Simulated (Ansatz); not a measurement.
# C2H7AlFN: one species, many methods

Aim: compute C2H7AlFN with functionals from several rungs and with coupled cluster. The yardstick is the atomisation energy at the CCSD(T) limit.

The runs use Ansatz 0.2.0, Gaussian basis; functionals in def2-TZVPP, the program's frozen cores in correlated methods.

Levels to be run: LDA (SPW92), PBE-D4, revPBE-D4, BLYP-D4, r2SCAN-D4, B97M-V, PBE0-D4, B3LYP-D4, r2SCANh-D4, r2SCAN0-D4, HSE06-D4, BHLYP-D4, CAM-B3LYP-D4, LC-ωPBE, ωB97X-V, ωB97M-V, B2PLYP, PBE-QIDH; CCSD(T)/def2-SVP; CCSD(T)/def2-TZVPP; MP2/def2-QZVPP; extrapolation to the limit; RPA on PBE.

## (1) The relaxed structure

The geometry comes from an earlier relaxation with PBE0-D4 in a triple-zeta def2 set; it is a stationary point, not always the lowest conformer.

SMILES `C[N](C)[AlH][F]`, 12 atoms, charge 0, spin multiplicity 1.

Atoms are counted from 1 here; the program's logs count them from 0.

Bond lengths: C1–N2 1.444 Å, C1–H6 1.099 Å, C1–H7 1.099 Å, C1–H8 1.092 Å, N2–C3 1.443 Å, N2–Al4 1.762 Å, C3–H9 1.099 Å, C3–H10 1.094 Å, C3–H11 1.099 Å, Al4–F5 1.652 Å, Al4–H12 1.571 Å. Angles: N2–C1–H6 111.5°, N2–C1–H7 111.4°, N2–C1–H8 110.7°, H6–C1–H7 107.2°, H6–C1–H8 107.9°, H7–C1–H8 107.9°, C1–N2–C3 112.9°, C1–N2–Al4 124.3°, C3–N2–Al4 122.8°, N2–C3–H9 111.6°, N2–C3–H10 110.9°, N2–C3–H11 111.6°, H9–C3–H10 107.7°, H9–C3–H11 107.3°, H10–C3–H11 107.6°, N2–Al4–F5 117.5°, N2–Al4–H12 122.2°, F5–Al4–H12 120.2°.

## (2) LDA

This LDA is Slater exchange with PW92 correlation.

The input, in.yaml:

```yaml
crystal:
  periodic: [false, false, false]
  atoms:
    - {symbol: C, position_ang: [-1.073282, -0.857193, 0.284096]}
    - {symbol: N, position_ang: [0.001300, 0.053024, -0.034235]}
    - {symbol: C, position_ang: [1.270177, -0.365488, 0.510482]}
    - {symbol: Al, position_ang: [-0.191625, 1.524027, -0.983886]}
    - {symbol: F, position_ang: [-1.705805, 1.880836, -1.540695]}
    - {symbol: H, position_ang: [-1.210869, -0.952646, 1.370394]}
    - {symbol: H, position_ang: [-0.876143, -1.864548, -0.108893]}
    - {symbol: H, position_ang: [-2.015011, -0.508026, -0.144309]}
    - {symbol: H, position_ang: [1.235378, -0.438452, 1.606647]}
    - {symbol: H, position_ang: [2.059519, 0.345377, 0.250354]}
    - {symbol: H, position_ang: [1.569549, -1.350994, 0.126787]}
    - {symbol: H, position_ang: [1.013812, 2.479085, -1.302743]}
basis:
  gaussian: {orbitals: def2-TZVPP}
hamiltonian: {xc: lda}
output: {orbitals: {seedname: orbitals}}
```

The runs that follow: PBE-D4 (GGA); revPBE-D4 (GGA); BLYP-D4 (GGA); r2SCAN-D4 (meta-GGA); B97M-V (meta-GGA); PBE0-D4 (hybrid); B3LYP-D4 (hybrid); r2SCANh-D4 (hybrid); r2SCAN0-D4 (hybrid); HSE06-D4 (hybrid); BHLYP-D4 (hybrid); CAM-B3LYP-D4 (range-separated); LC-ωPBE-D4 (range-separated); ωB97X-V (range-separated); ωB97M-V (range-separated); B2PLYP (double hybrid); PBE-QIDH (double hybrid); CCSD(T) in def2-SVP; CCSD(T) in def2-TZVPP; MP2 in def2-QZVPP; RPA on PBE orbitals.

**Question.** What will the summary of the whole plan be? Wanted: atomisation energy, CCSD(T)/CBS; farthest beyond LDA; mean size of error, GGA; mean size of error, meta-GGA; mean size of error, hybrid; mean size of error, range-separated; mean size of error, double hybrid; gap, smallest and largest; T1 diagnostic.

**Answer**, as computed:

| quantity | value |
| --- | --- |
| atomisation energy, CCSD(T)/CBS | 46.284 eV |
| functionals within 0.231 eV (0.5 %) | BLYP-D4, r2SCAN-D4, B97M-V, PBE0-D4, B3LYP-D4, HSE06-D4, LC-ωPBE, ωB97X-V, ωB97M-V |
| farthest beyond LDA | BHLYP-D4 (-1.270 eV) |
| mean size of error, GGA | 0.390 eV |
| mean size of error, meta-GGA | 0.074 eV |
| mean size of error, hybrid | 0.460 eV |
| mean size of error, range-separated | 0.126 eV |
| mean size of error, double hybrid | 0.469 eV |
| gap, smallest and largest | 4.24 eV (LDA (SPW92)), 11.01 eV (LC-ωPBE) |
| T1 diagnostic | 0.0118 |
| triples share of the correlation energy | 3.4 % |

In words: The LDA atomisation energy is off by 6.113 eV (13 %): it overbinds. PBE-D4 misses by +0.580 eV. Double hybrids carry the basis error of their MP2 part in triple zeta, and no dispersion term here, so their miss is partly the set-up's. The rungs meta-GGA, range-separated miss on average by less than the doubt on the reference (0.231 eV), so they tie. The reference freezes the cores and leaves out relativity and excitations past (T), so misses under about 0.231 eV can't be ranked. Hartree-Fock recovers 73 % of the binding; the rest is correlation. CCSD(T) in def2-SVP is off by -2.389 eV, more than most functionals: a good method in a small basis is no reference. Orbital gaps span 4.2 to 11.0 eV; exact exchange widens them.
